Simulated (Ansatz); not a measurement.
# CH₈BNOSi: a ladder of functionals and wavefunction methods

How much do the methods differ for CH₈BNOSi? The plan is to run it at one geometry with functionals of several rungs and with coupled cluster, and see how far each lands from CCSD(T) at the basis-set limit for the atomisation energy.

Method: functionals in def2-TZVPP, the program's frozen cores in correlated methods; program: Ansatz 0.2.0, Gaussian basis.

Plan: PBE-D4, r2SCAN-D4, PBE0-D4, B3LYP-D4, ωB97X-V, ωB97M-V, B2PLYP; CCSD(T)/def2-TZVPP; MP2/def2-QZVPP; extrapolation to the limit.

## 1. Structure used throughout

An earlier PBE0-D4 in a triple-zeta def2 set relaxation fixed the geometry.

SMILES `CB(N)[SiH2]O`, 13 atoms, charge 0, spin multiplicity 1.

Atoms are counted from 1 here; the program's logs count them from 0.

Bond lengths: C1–B2 1.572 Å, C1–H6 1.096 Å, C1–H7 1.095 Å, C1–H8 1.095 Å, B2–N3 1.393 Å, B2–Si4 2.030 Å, N3–H9 1.006 Å, N3–H10 1.009 Å, Si4–O5 1.663 Å, Si4–H11 1.490 Å, Si4–H12 1.502 Å, O5–H13 0.957 Å. Angles: B2–C1–H6 110.2°, B2–C1–H7 111.1°, B2–C1–H8 114.0°, H6–C1–H7 105.2°, H6–C1–H8 107.8°, H7–C1–H8 108.1°, C1–B2–N3 120.4°, C1–B2–Si4 122.3°, N3–B2–Si4 117.3°, B2–N3–H9 123.6°, B2–N3–H10 123.0°, H9–N3–H10 113.4°, B2–Si4–O5 113.7°, B2–Si4–H11 111.9°, B2–Si4–H12 109.9°, O5–Si4–H11 104.2°, O5–Si4–H12 110.2°, H11–Si4–H12 106.7° and more.

## 2. PBE-D4 (GGA)

Contents of in.yaml:

```yaml
crystal:
  periodic: [false, false, false]
  atoms:
    - {symbol: C, position_ang: [-1.691435, -0.135585, 0.230706]}
    - {symbol: B, position_ang: [-0.186436, -0.486400, -0.060044]}
    - {symbol: N, position_ang: [0.152002, -1.693186, -0.667623]}
    - {symbol: Si, position_ang: [1.334003, 0.759998, 0.445888]}
    - {symbol: O, position_ang: [1.062186, 2.348142, 0.035002]}
    - {symbol: H, position_ang: [-1.852981, -0.025919, 1.309021]}
    - {symbol: H, position_ang: [-1.960444, 0.834690, -0.199879]}
    - {symbol: H, position_ang: [-2.402362, -0.880708, -0.141053]}
    - {symbol: H, position_ang: [1.097733, -1.963926, -0.880364]}
    - {symbol: H, position_ang: [-0.531350, -2.388164, -0.928156]}
    - {symbol: H, position_ang: [1.554922, 0.797455, 1.918526]}
    - {symbol: H, position_ang: [2.615947, 0.278006, -0.169860]}
    - {symbol: H, position_ang: [0.828713, 2.520995, -0.877363]}
basis:
  gaussian: {orbitals: def2-TZVPP}
hamiltonian: {xc: pbe, dispersion: d4}
output: {forces: true, orbitals: {seedname: orbitals}}
```

Started as:

```
$ ansatz run in.yaml --threads 4 --pin off --events-out ev --progress --plain --max-ram 10444MiB
```

The runs that follow: r2SCAN-D4 (meta-GGA); PBE0-D4 (hybrid); B3LYP-D4 (hybrid); ωB97X-V (range-separated); ωB97M-V (range-separated); B2PLYP (double hybrid); CCSD(T) in def2-TZVPP; MP2 in def2-QZVPP.

Before running them: what should the planned runs give, taken together? Wanted: atomisation energy, CCSD(T)/CBS; farthest; mean size of error, hybrid; mean size of error, range-separated; gap, smallest and largest; T1 diagnostic; triples share of the correlation energy.

As calculated:

| quantity | value |
| --- | --- |
| atomisation energy, CCSD(T)/CBS | 4808.7 kJ/mol |
| functionals within 24.0 kJ/mol (0.5 %) | r2SCAN-D4, PBE0-D4, B3LYP-D4, ωB97X-V, ωB97M-V |
| farthest | PBE-D4 (+68.0 kJ/mol) |
| mean size of error, hybrid | 10.2 kJ/mol |
| mean size of error, range-separated | 19.7 kJ/mol |
| gap, smallest and largest | 4.56 eV (PBE-D4), 11.18 eV (ωB97X-V) |
| T1 diagnostic | 0.0122 |
| triples share of the correlation energy | 3.6 % |

PBE-D4 is off by +68.0 kJ/mol. Double hybrids carry the basis error of their MP2 part in triple zeta, and no dispersion term here, so their miss is partly the set-up's. Misses under about 24.0 kJ/mol are within the doubt on the reference itself, which lacks core-valence correlation, relativity and higher excitations. Hartree-Fock recovers 74 % of the binding; the rest is correlation. Orbital gaps span 4.6 to 11.2 eV; exact exchange widens them.
